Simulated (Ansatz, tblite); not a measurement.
**(H2In-mu-Cl)2 (In₂H₄Cl₂): one state, many levels**

One table from this session's results is given with a row withheld; the runs are named, their logs left out.

The runs use Ansatz 0.2.0, Gaussian basis; as each input shows.

Levels to be run: GFN1-xTB, GFN2-xTB, PBE-D4/def2-TZVP, r2SCAN-D4/def2-TZVP, PBE-QIDH/def2-TZVP, HF/def2-TZVP, B3LYP-D4/def2-TZVP, LDA/def2-TZVP, revPBE-D4/def2-TZVP, r2SCANh-D4/def2-TZVP, B2PLYP/def2-TZVP, PBE-D4/def2-SVP, PBE0-D4/def2-SVP, CCSD(T)/def2-SVP, MP2/def2-TZVP, RPA/def2-TZVP.

1 further run of the same task is left out (set aside as unsound or not needed).

**The relaxed structure**

The singlet was relaxed beforehand with PBE0-D4/def2-SVP.

8 atoms, charge 0, spin multiplicity 1.

Bond lengths: In1–H2 1.707 Å, In1–H3 1.707 Å, In1–Cl4 2.579 Å, In1–Cl8 2.579 Å, Cl4–In5 2.579 Å, In5–H6 1.707 Å, In5–H7 1.707 Å, In5–Cl8 2.579 Å. Angles: H2–In1–H3 139.9°, H2–In1–Cl4 104.4°, H2–In1–Cl8 104.5°, H3–In1–Cl4 104.4°, H3–In1–Cl8 104.4°, Cl4–In1–Cl8 86.7°, In1–Cl4–In5 93.3°, Cl4–In5–H6 104.4°, Cl4–In5–H7 104.4°, Cl4–In5–Cl8 86.7°, H6–In5–H7 139.9°, H6–In5–Cl8 104.4°, H7–In5–Cl8 104.4°, In1–Cl8–In5 93.3°.

Geometry (Å):

```xyz
8
charge 0, multiplicity 1
In   -0.4665    0.6702   -1.6876
H     0.1292    2.2591   -1.8762
H    -1.3549   -0.5031   -2.5532
Cl    1.5087   -0.6398   -0.6711
In    0.4661   -0.6709    1.6874
H     1.3543    0.4964    2.5613
H    -0.1326   -2.2598    1.8663
Cl   -1.5043    0.6480    0.6732
```

In takes a core potential in the def2 sets. No spin-orbit coupling is included.

PBE0-D4/def2-TZVP was run before; its log isn't repeated, and its numbers join the tables.

The first run:

Tight binding, by tblite at 300 K electronic temperature and without a spin-polarisation term:

```python
tblite.interface.Calculator('GFN1-xTB', numbers, positions, charge=0, uhf=0).singlepoint()
```

Tight binding, by tblite at 300 K electronic temperature and without a spin-polarisation term:

```python
tblite.interface.Calculator('GFN2-xTB', numbers, positions, charge=0, uhf=0).singlepoint()
```

start.molden holds the orbitals of an earlier run on this state, given as this run's starting guess.

Contents of in.yaml:

```yaml
crystal:
  periodic: [false, false, false]
  atoms:
    - {symbol: In, position_ang: [-0.466515, 0.670218, -1.687608]}
    - {symbol: H, position_ang: [0.129199, 2.259099, -1.876227]}
    - {symbol: H, position_ang: [-1.354901, -0.503086, -2.553182]}
    - {symbol: Cl, position_ang: [1.508690, -0.639829, -0.671129]}
    - {symbol: In, position_ang: [0.466123, -0.670948, 1.687424]}
    - {symbol: H, position_ang: [1.354293, 0.496355, 2.561251]}
    - {symbol: H, position_ang: [-0.132626, -2.259845, 1.866328]}
    - {symbol: Cl, position_ang: [-1.504273, 0.648036, 0.673162]}
basis:
  gaussian: {orbitals: def2-TZVP, initial_orbitals: start.molden}
hamiltonian: {xc: pbe, dispersion: d4}
scf: {omitted_lower_state_checks: [starts]}
output: {forces: true, orbitals: {seedname: orbitals}}
```

On the command line:

```
$ ansatz run in.yaml --threads 4 --pin off --events-out ev --progress --plain --max-ram 3916MiB
```

Among the steps run: PBE-D4/def2-TZVP; r2SCAN-D4/def2-TZVP; PBE-QIDH/def2-TZVP; HF/def2-TZVP; B3LYP-D4/def2-TZVP; LDA/def2-TZVP; revPBE-D4/def2-TZVP; r2SCANh-D4/def2-TZVP; B2PLYP/def2-TZVP; PBE-D4/def2-SVP; PBE0-D4/def2-SVP; CCSD(T)/def2-SVP; MP2/def2-TZVP; RPA/def2-TZVP.

One table of the session follows, with a row left open; its other results are not shown here.

```
              method  binding an atom (eV)
         HF/def2-SVP                 1.742
        HF/def2-TZVP                 1.736
       LDA/def2-TZVP                 2.641
     PBE-D4/def2-SVP                 2.302
    PBE-D4/def2-TZVP                 2.296
 revPBE-D4/def2-TZVP                 2.232
 r2SCAN-D4/def2-TZVP                     ?
r2SCANh-D4/def2-TZVP                 2.349
  B3LYP-D4/def2-TZVP                 2.283
    PBE0-D4/def2-SVP                 2.305
   PBE0-D4/def2-TZVP                 2.302
        MP2/def2-SVP                 2.212
       MP2/def2-TZVP                 2.227
       CCSD/def2-SVP                 2.187
    CCSD(T)/def2-SVP                 2.209
```

Estimate the missing values for r2SCAN-D4/def2-TZVP.

The run gave: binding an atom (eV): 2.359. In the column «binding an atom (eV)» it lies between r2SCANh-D4/def2-TZVP (2.349) and LDA/def2-TZVP (2.641).

Among the levels timed on like hardware and quicker than the yardstick, those that no quicker one beats, quickest first: PBE-D4/def2-SVP (1.6 s, +0.094 eV); revPBE-D4/def2-TZVP (3.8 s, +0.023 eV); MP2/def2-TZVP (5.5 s, +0.019 eV).

Caveats from the session: Free atoms were run apart at each level; binding is atoms less cluster, divided by the number of atoms, without zero-point or spin-orbit terms. The yardstick is in a double-zeta basis, so levels in larger sets aren't compared like for like.
